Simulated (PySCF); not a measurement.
# RuH₂: structure of the quintet

Where does quintet RuH₂ go from a side-on start, is the end point a minimum, and what are its modes, charges and moments?

The runs use PySCF 2.14.0; PBE0, basis Ru def2-TZVP with ECP28, H def2-TZVP, scalar-relativistic core potentials, no spin–orbit coupling, density fitting.

## (1) The starting structure

3 atoms, charge 0, spin multiplicity 5.

Bond lengths: Ru1–H2 1.601 Å, Ru1–H3 1.601 Å, H2–H3 0.840 Å. Angles: H2–Ru1–H3 30.4°, Ru1–H2–H3 74.8°, Ru1–H3–H2 74.8°.

```xyz
3
charge 0 multiplicity 5
Ru    0.0000    0.0000   -0.0300
H     0.4200    0.0000    1.5154
H    -0.4200    0.0000    1.5154
```

## (2) Relaxation: side-on start, quintet

One driver script runs all steps and calls PySCF; scf.py shows how it sets up the SCF of each step. The optimiser is the driver's own. Before each start the driver seeks the lowest SCF state from one or more starting densities and follows internal instabilities, so scf.py alone need not reach the same state.

The program finds C2v symmetry in the start, which this walk keeps. The walk stops when the largest gradient is under 0.0003 Eh/bohr and the energy has settled too.

scf.py reads:

```python
from pyscf import gto, scf, dft
mol = gto.M(atom='''
Ru     0.000000     0.000000    -0.029974
H      0.420000    -0.000000     1.515368
H     -0.420000     0.000000     1.515368''',
    basis={'Ru': 'def2-TZVP', 'H': 'def2-TZVP'},
    ecp={'Ru': 'def2-TZVP'},
    charge=0, spin=4)
mf = dft.UKS(mol, xc='PBE0')
mf.grids.atom_grid = (50, 194)
aux = {'Ru': 'def2-universal-JKFIT', 'H': 'def2-universal-JKFIT'}
mf = mf.density_fit(auxbasis=aux)
mf.kernel()
```

After this run come: Hessian and properties.

Before running it: what results should come out? Wanted: minimum; geometry; wavenumbers; dipole moment; highest occupied, lowest empty level; polar-tensor charge of Ru1; zero-point energy; atomisation energy; ⟨S²⟩.

The runs gave:

| quantity | value |
| --- | --- |
| minimum | quintet, C2v |
| geometry | H–H 0.809 Å, Ru–H 1.893 Å (×2); H–H–Ru 77.7° (×2), H–Ru–H 24.7° |
| wavenumbers (cm⁻¹) | 630 (a1), 960 (b2), 3454 (a1) |
| dipole moment | 1.87 D |
| highest occupied, lowest empty level (either spin) | -4.47, -2.23 eV |
| polar-tensor charge of Ru1 | -0.09 e |
| zero-point energy | 30.2 kJ/mol |
| entropy at 298.15 K | 236.5 J/(mol K) |
| atomisation energy (no zero-point energy) | 428 kJ/mol |
| ⟨S²⟩ | 6.012 |

The side-on start keeps its C2v symmetry and ends in a minimum. In the infrared the band at 3454 cm⁻¹ (a1) leads. Most of the spin sits on Ru1 (Mulliken spin 3.99, against 4 for the whole molecule). Only this shape and spin were tried, so other structures or states may lie lower. One determinant may miss the lowest occupation of an open d or f shell.
